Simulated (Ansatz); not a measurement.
# HSBr (triplet): wave-function methods side by side at distance Br1–H2 along a hydrogen transfer = 1.764 Å, cc-pVTZ

How much of the correlation energy of HSBr (triplet) does each wave-function method recover here?

Method: cc-pVTZ, core rule «outside noble gas», up to 19 orbitals frozen; program: Ansatz 0.2.0, Gaussian basis.

Plan: UHF; CCSD(T) on ROHF; CCSD(T) on UHF; BCCD(T) on ROHF; CCSDT(Q) on ROHF; CCSDT(Q) on UHF; CASSCF and MRCISD+Q, 4 electrons in 4 orbitals; CASSCF and NEVPT2, 4 electrons in 4 orbitals; CASSCF and MRCISD+Q, 14 electrons in 9 orbitals; CASSCF and NEVPT2, 14 electrons in 9 orbitals.

### 1 What is computed

The geometry derives from fragments relaxed apart (PBE0/def2-TZVP) and kept rigid, so it is no stationary point. A hydrogen atom is moved between rigid fragments. No spin-orbit coupling is included. The filled d shell of Br may be among the frozen orbitals whatever the setting's name suggests; the logs give the count.

3 atoms, charge 0, spin multiplicity 3.

Atoms are counted from 1 here; the program's logs count them from 0.

Bond lengths: Br1–H2 1.764 Å.

### 2 UHF

Contents of in.yaml:

```yaml
crystal:
  periodic: [false, false, false]
  atoms:
    - {symbol: Br, position_ang: [0.000000, 0.000000, -1.788667]}
    - {symbol: H, position_ang: [0.000000, 0.000000, -0.024667]}
    - {symbol: S, position_ang: [0.000000, 0.000000, 1.813333]}
basis:
  gaussian: {orbitals: cc-pVTZ}
magnetization: {spin_polarized: true, initial_magnetization: 2}
hamiltonian: {xc: hf}
output: {orbitals: {seedname: orbitals}}
```

The run is started by

```
$ ansatz run in.yaml --threads 1 --pin off --events-out ev --progress --plain --max-ram 2816MiB --backend cpu
```

After this run come: CCSD(T) on ROHF; CCSD(T) on UHF; BCCD(T) on ROHF; CCSDT(Q) on ROHF; CCSDT(Q) on UHF; CASSCF and MRCISD+Q, 4 electrons in 4 orbitals; CASSCF and NEVPT2, 4 electrons in 4 orbitals; CASSCF and MRCISD+Q, 14 electrons in 9 orbitals; CASSCF and NEVPT2, 14 electrons in 9 orbitals.

**Question.** What will the summary of the whole plan be? Wanted: UCCSDT(Q) below the RHF energy; RMP2 from UCCSDT(Q); UMP2 from UCCSDT(Q); RCCSD from UCCSDT(Q); RCCSD(T) from UCCSDT(Q); UCCSD(T) from UCCSDT(Q); RCCSDT(Q) from UCCSDT(Q); NEVPT2 pair from UCCSDT(Q); MRCISD+Q pair from UCCSDT(Q).

As calculated:

| quantity | value |
| --- | --- |
| UCCSDT(Q) below the RHF energy | -9.8784 eV |
| RMP2 from UCCSDT(Q) | +1441.1 meV |
| UMP2 from UCCSDT(Q) | +1478.8 meV |
| RCCSD from UCCSDT(Q) | +436.3 meV |
| RCCSD(T) from UCCSDT(Q) | +60.1 meV |
| UCCSD(T) from UCCSDT(Q) | +58.9 meV |
| RCCSDT(Q) from UCCSDT(Q) | +2.6 meV |
| NEVPT2 pair from UCCSDT(Q) | +1445.0 meV |
| MRCISD+Q pair from UCCSDT(Q) | +227.7 meV |
| NEVPT2 valence from UCCSDT(Q) | +2107.9 meV |
| levels within 1 kcal/mol (43 meV) | RCCSDT, UCCSDT, RCCSDT(Q) |
| T1 diagnostic | 0.017 |
| effectively unpaired electrons | 2.02 |

RCCSD(T) lands +60.1 meV from the yardstick (0.6 % of the correlation energy). One determinant dominates. Of the multireference levels listed MRCISD+Q valence comes nearest in total energy (+209.4 meV), which doesn't show that its space is the better one. These misses are within one basis, not against nature; the frozen cores of restricted and unrestricted runs differ, which can shift their rows.
